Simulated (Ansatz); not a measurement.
# GeNH₃ (quintet): wave-function methods side by side, cc-pVDZ

An exercise on one series of results from a longer session: the logs are not shown, and one member is left open.

Computed with Ansatz 0.2.0, Gaussian basis. Level: cc-pVDZ, core rule «outside noble gas», up to 15 orbitals frozen.

The runs, in order: UHF; CCSD(T) on ROHF; CCSD(T) on UHF; BCCD(T) on ROHF; CISD; CCSDT(Q) on ROHF; CCSDT(Q) on UHF; CASSCF and MRCISD+Q, 12 electrons in 11 orbitals; CASSCF and NEVPT2, 12 electrons in 11 orbitals.

28 further runs of the same task are left out: 15 that didn't finish, 13 set aside as unsound or not needed.

## What is computed

The geometry is a PBE0/def2-TZVP stationary point (not a proven minimum) of the parent state, kept for this charge and spin. No spin-orbit coupling is included. The filled d shell of Ge may be among the frozen orbitals whatever the setting's name suggests; the logs give the count.

5 atoms, charge 0, spin multiplicity 5.

Atoms are counted from 1 here; the program's logs count them from 0.

Bond lengths: Ge1–N2 1.894 Å, Ge1–H3 1.537 Å, Ge1–H4 1.537 Å, Ge1–H5 1.537 Å. Angles: N2–Ge1–H3 108.2°, N2–Ge1–H4 108.2°, N2–Ge1–H5 108.2°, H3–Ge1–H4 110.7°, H3–Ge1–H5 110.7°, H4–Ge1–H5 110.7°.

Set-up of the first run:

Input file in.yaml:

```yaml
crystal:
  periodic: [false, false, false]
  atoms:
    - {symbol: Ge, position_ang: [-0.279676, -0.002127, 0.000875]}
    - {symbol: N, position_ang: [1.614684, 0.012278, -0.005052]}
    - {symbol: H, position_ang: [-0.771963, 1.453501, 0.003931]}
    - {symbol: H, position_ang: [-0.751362, -0.736741, 1.265415]}
    - {symbol: H, position_ang: [-0.759290, -0.734117, -1.262204]}
basis:
  gaussian: {orbitals: cc-pVDZ}
magnetization: {spin_polarized: true, initial_magnetization: 4}
hamiltonian: {xc: hf}
output: {orbitals: {seedname: orbitals}}
```

The run is started by

```sh
ansatz run in.yaml --threads 1 --pin off --events-out ev --progress --plain --max-ram 2393MiB
```

Steps of the session up to this table: UHF; CCSD(T) on ROHF; CCSD(T) on UHF; BCCD(T) on ROHF; CISD; CCSDT(Q) on ROHF; CCSDT(Q) on UHF; CASSCF and MRCISD+Q, 12 electrons in 11 orbitals; CASSCF and NEVPT2, 12 electrons in 11 orbitals.

One of the session's tables, all rows but one given; the rest of the session is left out.

| method | from UCCSDT(Q) (kJ/mol) |
| --- | --- |
| ROHF | +609.0 |
| UHF | +596.7 |
| RMP2 | +125.7 |
| UMP2 | +125.7 |
| RCCSD | +17.3 |
| UCCSD | +16.9 |
| RCCSD(T) | +4.0 |
| UCCSD(T) | ? |
| BCCD(T) | +4.0 |
| RCCSDT | +0.9 |
| UCCSDT | +0.6 |
| RCCSDT(Q) | +0.4 |
| UCCSDT(Q) | 0 |
| CASSCF valence | +467.1 |
| NEVPT2 valence | +109.7 |
| MRCISD valence | +34.0 |
| MRCISD+Q valence | +3.5 |

Estimate the missing values for UCCSD(T).

As computed: from UCCSDT(Q) (kJ/mol): +3.7. In the column «from UCCSDT(Q) (kJ/mol)» it lies between MRCISD+Q valence (+3.5) and RCCSD(T) (+4.0).

Not comparable, so not listed: CISD (they don't share determinant, frozen orbitals or solution with the rows shown, or repeat one).

Limits of these values: Restricted and unrestricted rows rest on different reference determinants; where their highest levels disagree by more than a few hundredths of an eV, they describe different states and don't form one ladder.
